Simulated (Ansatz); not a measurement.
# CH4ClInO: up Jacob's ladder to CCSD(T)

The task here is to estimate one member of a computed series from the others.

Computed with Ansatz 0.2.0, Gaussian basis. Level: functionals in def2-TZVPP, the program's frozen cores in correlated methods.

The runs, in order: LDA (SPW92), PBE-D4, revPBE-D4, BLYP-D4, r2SCAN-D4, B97M-V, PBE0-D4, B3LYP-D4, r2SCANh-D4, r2SCAN0-D4, HSE06-D4, BHLYP-D4, CAM-B3LYP-D4, LC-ωPBE, ωB97X-V, ωB97M-V, B2PLYP, PBE-QIDH; CCSD(T)/def2-SVP; CCSD(T)/def2-TZVPP; MP2/def2-QZVPP; extrapolation to the limit; RPA on PBE.

**The relaxed structure**

The geometry comes from an earlier relaxation with PBE0-D4 in a triple-zeta def2 set; it is a stationary point, not always the lowest conformer. In takes the def2 core potential; no spin-orbit term is included.

SMILES `[CH3][In]([OH])[Cl]`, 8 atoms, charge 0, spin multiplicity 1.

Atoms are counted from 1 here; the program's logs count them from 0.

Bond lengths: C1–In2 2.131 Å, C1–H5 1.090 Å, C1–H6 1.088 Å, C1–H7 1.090 Å, In2–O3 1.978 Å, In2–Cl4 2.327 Å, O3–H8 0.960 Å. Angles: In2–C1–H5 109.7°, In2–C1–H6 109.0°, In2–C1–H7 109.3°, H5–C1–H6 110.0°, H5–C1–H7 109.1°, H6–C1–H7 109.7°, C1–In2–O3 129.7°, C1–In2–Cl4 122.2°, O3–In2–Cl4 108.1°, In2–O3–H8 113.3°.

As a file:

```mol
CH4ClInO
  3D, bonds by distance, orders not assigned

  8  7  0  0  0  0  0  0  0  0999 V2000
   -0.8330    1.0321   -0.2872 C   0  0
    0.3713   -0.7231   -0.1847 In  0  0
    1.6182   -1.3200    1.2300 O   0  0
    0.3798   -2.3202   -1.8774 Cl  0  0
   -0.2132    1.9133   -0.1234 H   0  0
   -1.3009    1.0842   -1.2684 H   0  0
   -1.6015    0.9880    0.4847 H   0  0
    1.6717   -0.7114    1.9707 H   0  0
  1  2  8  0
  2  3  8  0
  2  4  8  0
  1  5  8  0
  1  6  8  0
  1  7  8  0
  3  8  8  0
M  END
```

The first run:

The input, in.yaml:

```yaml
crystal:
  periodic: [false, false, false]
  atoms:
    - {symbol: C, position_ang: [-0.833041, 1.032146, -0.287220]}
    - {symbol: In, position_ang: [0.371291, -0.723100, -0.184716]}
    - {symbol: O, position_ang: [1.618191, -1.320046, 1.229958]}
    - {symbol: Cl, position_ang: [0.379756, -2.320194, -1.877445]}
    - {symbol: H, position_ang: [-0.213165, 1.913348, -0.123404]}
    - {symbol: H, position_ang: [-1.300939, 1.084189, -1.268415]}
    - {symbol: H, position_ang: [-1.601548, 0.988017, 0.484680]}
    - {symbol: H, position_ang: [1.671655, -0.711361, 1.970664]}
basis:
  gaussian: {orbitals: def2-TZVPP}
hamiltonian: {xc: lda}
output: {orbitals: {seedname: orbitals}}
```

Run with:

```bash
$ ansatz run in.yaml --threads 4 --pin off --events-out ev --progress --plain --max-ram 10444MiB
```

Among the steps run: LDA; PBE-D4 (GGA); revPBE-D4 (GGA); BLYP-D4 (GGA); r2SCAN-D4 (meta-GGA); B97M-V (meta-GGA); PBE0-D4 (hybrid); B3LYP-D4 (hybrid); r2SCANh-D4 (hybrid); r2SCAN0-D4 (hybrid); HSE06-D4 (hybrid); BHLYP-D4 (hybrid); CAM-B3LYP-D4 (range-separated); LC-ωPBE (range-separated); ωB97X-V (range-separated); ωB97M-V (range-separated); B2PLYP (double hybrid); PBE-QIDH (double hybrid).

One of the session's tables, all rows but one given; the rest of the session is left out.

It belongs to the step «Frontier levels by functional». 

```
  functional  HOMO (eV)  gap (eV)
 LDA (SPW92)          ?         ?
      PBE-D4      -6.87      4.70
   revPBE-D4      -6.80      4.75
     BLYP-D4      -6.72      4.57
   r2SCAN-D4      -7.17      5.28
      B97M-V      -7.22      5.16
     PBE0-D4      -8.21      6.91
    B3LYP-D4      -7.95      6.33
  r2SCANh-D4      -7.67      6.09
  r2SCAN0-D4      -8.41      7.29
    HSE06-D4      -7.81      6.14
    BHLYP-D4      -9.40      8.88
CAM-B3LYP-D4      -9.55      9.14
     LC-ωPBE     -10.92     11.80
     ωB97X-V     -10.54     11.24
     ωB97M-V     -10.43     10.83
```

**Question.** Estimate the row for LDA (SPW92).

As computed: HOMO (eV): -7.06; gap (eV): 4.62. In the column «HOMO (eV)» it lies between r2SCAN-D4 (-7.17) and PBE-D4 (-6.87).
